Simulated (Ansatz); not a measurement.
# Tc: the cost of one run

All numbers are computed with the Python package of Ansatz 0.2.0. The levels of theory stand in the script.

## 1. The structure

The structure is cubic, space group Fm-3m (No. 225). The conventional cell has a = 3.900 Å, b = 3.900 Å, c = 3.900 Å, α = 90.00°, β = 90.00°, γ = 90.00°. Tc (site symmetry m-3m) has 12 Tc at 2.76 Å as nearest neighbours.

No structure file is read: the coordinates are typed or built in the script.

## 2. The script

The input, tc.py:

```python
"""Relaxed cell of Tc under several functionals."""

import warnings

import ansatz
import numpy as np

def edges_and_angles(cell):
    cell = np.asarray(cell)
    a, b, c = np.linalg.norm(cell, axis=1)
    cosines = cell[1] @ cell[2] / (b * c), cell[0] @ cell[2] / (a * c), cell[0] @ cell[1] / (a * b)
    return (a, b, c, *np.degrees(np.arccos(cosines)))

warnings.simplefilter("ignore", ansatz.DeckWarning)

structure = (
    ansatz.Lattice.of((0.0, 1.95, 1.95), (1.95, 0.0, 1.95), (1.95, 1.95, 0.0))
    .atom("Tc", (0.0, 0.0, 0.0))
)

job = (
    structure.calculation()
    .basis(750, density_ratio=8)  # cutoff of the orbital basis
    .kpoints(10)  # the mesh must be finer for metals
    .occupations("Marzari-Vanderbilt")
    .mixing("anderson", beta=0.5)
    .relax(cell=True, force_tolerance=0.001, max_steps=40)  # relax until the tolerances are met
)

levels = [("r2scan", "none"), ("r2scan", "d4"), ("pbesol", "none")]
print("level            a       b       c    alpha   beta  gamma  V/atom  steps")
for name, dispersion in levels:
    seen = []
    run = job.functional(name, dispersion=dispersion).session().plan()
    outcome = run.execute(on_event=lambda e: seen.append(e) if e["event"] == "relax_step" else None)
    cell = outcome.lattice.cell_ang
    label = name if dispersion == "none" else f"{name}+{dispersion}"
    print("{:13s} {:7.4f} {:7.4f} {:7.4f} {:6.2f} {:6.2f} {:6.2f}".format(label, *edges_and_angles(cell)), f"{abs(np.linalg.det(cell)) / len(outcome.lattice.sites):7.3f} {len(seen):5d}")
```

## 3. What the engine is handed

The engine receives this input (first run):

```yaml
crystal:
  lattice:
    - [0.0, 1.95, 1.95]
    - [1.95, 0.0, 1.95]
    - [1.95, 1.95, 0.0]
  atoms:
    - { symbol: Tc, position: [0.0, 0.0, 0.0] }
basis:
  ecutwfc: 750.0
  ecutrho_ratio: 8
kpoints:
  mp_grid:
    grid: [10, 10, 10]
hamiltonian:
  xc: r2scan
  dispersion: none
scf:
  mixing:
    algorithm: anderson
    beta: 0.5
  occupations:
    method: cold
relax:
  f_tol: 0.001
  max_steps: 40
  cell: {}
```

## 4. Running it

Started as:

```bash
python tc.py
```

Q: Estimate wall time and peak memory on 1 thread of Arm Neoverse V1, shared host.

About 45 s, with a peak of 0.58 GiB.
